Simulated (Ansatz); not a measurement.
# One shape, several levels: InF (SMILES [F][In])

Wanted: a comparison of 6 runs (CAM-B3LYP/STO-3G, PBE/STO-3G, PBE0/STO-3G, BCCD(T)/STO-3G, CCSDT/STO-3G, UCCSD(T)/STO-3G) of InF. 

Program for the calculation: Ansatz 0.2.0.

45 further runs of the same task are left out: 5 that didn't finish, 40 set aside as unsound or not needed.

### Step 1. The molecule

The species is InF (2 atoms), meant as a singlet with charge 0. SMILES: `[F][In]`. The In2–F1 distance was set to 3.038 Å, away from the relaxed value.

### Step 2. The energy at CAM-B3LYP/STO-3G (run 1)

File in.yaml:

```yaml
crystal:
  periodic: [false, false, false]
  atoms:
    - {symbol: F, position_ang: [0.000000, 0.000000, -1.012710]}
    - {symbol: In, position_ang: [0.000000, 0.000000, 2.025490]}
basis:
  gaussian: {orbitals: STO-3G}
hamiltonian: {xc: {name: CAM-B3LYP}}
accuracy: high
```

Command:

```bash
$ ansatz run in.yaml --threads 1 --pin off --max-ram 2610MiB --events-out events.jsonl --progress --plain --runs-dir runs
```

Output:

```text
Warning: RAYON_NUM_THREADS=1 ignored (pool sized by the plan → 1); use --threads N
Functional definition: CAM-B3LYP
  name "CAM-B3LYP"
  parameter alpha = 0.19
  parameter beta = 0.46
  parameter omega = 0.33/bohr
  parameter ac = 0.81
  exchange = (1 - alpha - beta)*b88_x + beta*b88_x_sr(omega) + alpha*exact_x + beta*exact_x_lr(omega)
  correlation = (1 - ac)*vwn5_c + ac*lyp_c
547 factors; integrals over basis functions are off by at most 2.5e-8 eV
115 factors; integrals over basis functions are off by at most 9.4e-10 eV
mean field evaluation 1: about -157361.6142 eV, gradient 1.3e1 eV
mean field evaluation 2: about -157058.6542 eV, gradient 8.4e1 eV
mean field evaluation 4: about -157361.5342 eV, gradient 1.5e1 eV
mean field evaluation 8: about -157364.4435 eV, gradient 1.6e1 eV
mean field evaluation 16: about -157367.5445 eV, gradient 2.6e-8 eV
mean field -157367.54446011 eV, -5783.1505913561 hartree, gradient 2.6e-8 eV, S^2 0.000000; 0 other end points of the search recorded, 0 dependent functions left out
reference -157367.54447118 eV, -5783.1505917632 hartree; 29, 29 occupied and 3, 3 virtual orbitals, 547 factors
Total energy: -157367.54447118 eV, -5783.1505917632 hartree
```

It took 1.4 s on 1 thread of Arm Neoverse V2, shared host; peak memory 0.1 GiB.

### Step 3. A single-point energy at PBE/STO-3G (run 2)

File input.yaml:

```yaml
crystal:
  periodic: [false, false, false]
  atoms:
    - symbol: F
      position_ang: [0.000000, 0.000000, -1.012710]
    - symbol: In
      position_ang: [0.000000, 0.000000, 2.025490]
basis:
  gaussian:
    orbitals: STO-3G
hamiltonian:
  xc: {name: PBE}
accuracy: high
```

Command:

```bash
$ ansatz run input.yaml --threads 1 --pin off --max-ram 2610MiB --events-out events.jsonl --progress --plain --runs-dir runs
```

Output:

```text
Warning: RAYON_NUM_THREADS=1 ignored (pool sized by the plan → 1); use --threads N
Functional definition: PBE
  name "PBE"
  parameter kappa = 0.804
  parameter beta = 0.06672455060314922
  exchange = pbe_x(kappa = kappa, mu = beta*pi^2/3)
  correlation = pbe_c(beta = beta)
547 factors; integrals over basis functions are off by at most 2.5e-8 eV
mean field evaluation 1: about -157339.3553 eV, gradient 1.7e1 eV
mean field evaluation 2: about -157029.9618 eV, gradient 4.6e1 eV
mean field evaluation 4: about -157334.8208 eV, gradient 1.7e1 eV
mean field evaluation 8: about -157345.8561 eV, gradient 1.7e-2 eV
mean field evaluation 16: about -157309.0967 eV, gradient 8.8e1 eV
mean field evaluation 32: about -157345.8456 eV, gradient 3.7e-9 eV
mean field evaluation 64: about -157325.0396 eV, gradient 8.0e1 eV
mean field -157345.84558055 eV, -5782.3531722405 hartree, gradient 2.7e-8 eV, S^2 0.000000; 4 other end points of the search recorded, 0 dependent functions left out
reference -157345.84558206 eV, -5782.3531722960 hartree; 29, 29 occupied and 3, 3 virtual orbitals, 547 factors
Total energy: -157345.84558206 eV, -5782.3531722960 hartree
```

Run time: 2 s. Hardware: 1 thread of Arm Neoverse V2, shared host; peak memory 0.09 GiB.

Runs 3 to 5 aren't shown in full; the table further down has their settings and results.

### Step 4. A single-point energy at UCCSD(T)/STO-3G (run 6)

Edit input.yaml of step 3 so:

```diff
@@ -10,4 +10,9 @@
     orbitals: STO-3G
-hamiltonian:
-  xc: {name: PBE}
+magnetization:
+  spin_polarized: true
+correlation:
+  method: ccsd_t
+  frozen_orbitals: {F: 1, In: 18}
 accuracy: high
+scf:
+  omitted_lower_state_checks: [cluster_reference, increment]
```

Command:

```bash
$ ansatz run input.yaml --threads 1 --pin off --max-ram 2610MiB --events-out events.jsonl --progress --plain --runs-dir runs
```

Output:

```text
Warning: RAYON_NUM_THREADS=1 ignored (pool sized by the plan → 1); use --threads N
[... 19 lines left out ...]
19 core orbitals not correlated: weight in the atoms' cores, before any rotation towards them, 1.000 or more for the frozen orbitals, at most 0.000 for the correlated occupied ones
[... 96 lines left out ...]
WARN: these amplitudes may be one of several solutions (largest doubles amplitude 0.77, level shift 0.00 eV)
Total energy: -157303.92060658 eV, -5780.8124578647 hartree
Checks for a lower state left out: cluster_reference, increment
```

It took 4.2 s on 1 thread of Arm Neoverse V2, shared host; peak memory 0.1 GiB.

### Step 5. Overview of the runs

```csv
run,level,frozen core orbitals,energy (Eh),wall time
1,CAM-B3LYP/STO-3G,–,-5783.150592,1.4 s
2,PBE/STO-3G,–,-5782.353172,2 s
3,PBE0/STO-3G,–,-5782.674875,1.3 s
4,BCCD(T)/STO-3G,19,-5780.810702,0.54 s
5,CCSDT/STO-3G,19,-5780.812014,0.78 s
6,UCCSD(T)/STO-3G,19,-5780.812458,4.2 s
```

### Step 6. Outcome

```
                                           quantity           value
                                run 6: total energy  -5780.81246 Eh
run 6: correlation energy (19 core orbitals frozen)       -40.8 mEh
                              run 6: (T) correction       -0.49 mEh
           run 6: ⟨S²⟩ of the reference determinant           0.925
                               run 6: T1 diagnostic           0.057
```

What this shows: Totals of different functionals can't be ranked against each other. In runs 4, 5 the log says that unrestricted orbitals would lower the reference, so the values rest on an unstable closed-shell determinant (other closed-shell runs at this shape may share the fault). In runs 1, 2, 3, 4, 5, 6 the basis is minimal, so the values are rough. In runs 1, 2, 3, 4, 5, 6 relativity is left out where basis or elements ask for it. Spin contamination of the reference: run 6 ⟨S²⟩ = 0.92. Where it is this large, the reference is a mixture of spin states, and values that rest on it are in doubt. All runs together took 10 s, the longest 4.2 s.
